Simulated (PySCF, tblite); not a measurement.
# C4H6F3OSi−: geometry, infrared bands and NMR shifts

Aim: predict the infrared bands and NMR shifts of C4H6F3OSi− (`C=C(C)O[SiH-]C(F)(F)F`).

The runs use tblite 0.8.0 and PySCF 2.14.0, with density-fitted response routines of our own; the level of theory stands in each step. All values are computed, except where a source is named. Atoms are numbered from 0 throughout.

## 1. The molecule as given

15 atoms, charge -1, multiplicity 1; geometry from: force field or distance geometry start.

Bonds of the start (Å): C0–C1 1.34, C1–C2 1.47, C1–O3 1.40, O3–Si4 1.76, Si4–C5 1.85, C5–F6 1.40, C5–F7 1.38, C5–F8 1.37, C0–H9 1.11, C0–H10 1.08, C2–H11 1.11, C2–H12 1.12, C2–H13 1.10, Si4–H14 1.47.

## 2. Optimising the geometry with GFN2-xTB

The job: settings as JSON, then the geometry in Å.

```
{"job": {"kind": "relax", "xc": "GFN2-xTB", "basis": "xTB"}, "charge": -1, "multiplicity": 1}
C     -1.401200     0.117400     1.310400
C     -1.239600     0.141200    -0.018500
C     -2.437400    -0.038600    -0.856400
O      0.040000     0.316500    -0.547400
Si     1.419700     0.154500     0.533900
C      3.021900     0.147000    -0.390700
F      4.023600    -0.211500     0.520600
F      3.092100    -0.788600    -1.398100
F      3.398400     1.382600    -0.854800
H     -2.414400    -0.016000     1.741800
H     -0.543100     0.241900     1.961000
H     -2.143100    -0.190000    -1.920300
H     -3.107300     0.855000    -0.740600
H     -2.987300    -0.937000    -0.525000
H      1.273300    -1.166300     1.162300
```

Launch:

```bash
$ OMP_NUM_THREADS=1 python probes_run.py task.json out
```

This one command runs all jobs of the session in turn.

**Question.** This job is followed by: GFN2-xTB harmonic vibrations, gas phase; GIAO PBE0/pcSseg-1 NMR shielding, non-relativistic, gas phase. Predict these results of the whole session: strongest single infrared mode (GFN2-xTB); zero-point energy (GFN2-xTB); ¹³C shifts against TMS (PBE0/pcSseg-1); ¹H shifts against TMS (PBE0/pcSseg-1, means over atoms taken as alike); ¹⁷O shifts against H2O (PBE0/pcSseg-1); ²⁹Si shifts against TMS (PBE0/pcSseg-1); ¹⁹F shifts against CFCl3 (PBE0/pcSseg-1, means over atoms taken as alike).

**Answer**, as computed:

```
                                                                 quantity                         value
                                strongest single infrared mode (GFN2-xTB)         1915 cm⁻¹, 651 km/mol
                                             zero-point energy (GFN2-xTB)                 58.0 kcal/mol
                                   ¹³C shifts against TMS (PBE0/pcSseg-1)  165.3, 155.7, 77.3, 27.2 ppm
   ¹H shifts against TMS (PBE0/pcSseg-1, means over atoms taken as alike)    5.67, 3.59, 3.33, 1.53 ppm
                                   ¹⁷O shifts against H2O (PBE0/pcSseg-1)                     146.7 ppm
                                  ²⁹Si shifts against TMS (PBE0/pcSseg-1)                       7.2 ppm
¹⁹F shifts against CFCl3 (PBE0/pcSseg-1, means over atoms taken as alike)                     -72.2 ppm
```

What this shows: The optimisation took 182 steps and gained 0.980 eV; among the close pairs (by a distance rule), Si4–C5 changed most, from 1.850 to 1.968 Å. All 39 modes are real, so the xTB geometry is a minimum. The strongest single mode, at 1915 cm⁻¹, moves mainly H14. Unscaled tight-binding wavenumbers are off by several per cent, some by more. Its intensities can rank the bands wrongly. At PBE0/pcSseg-1: The widest tensor belongs to Si4: span 314 ppm, with a paramagnetic part of -537 ppm.
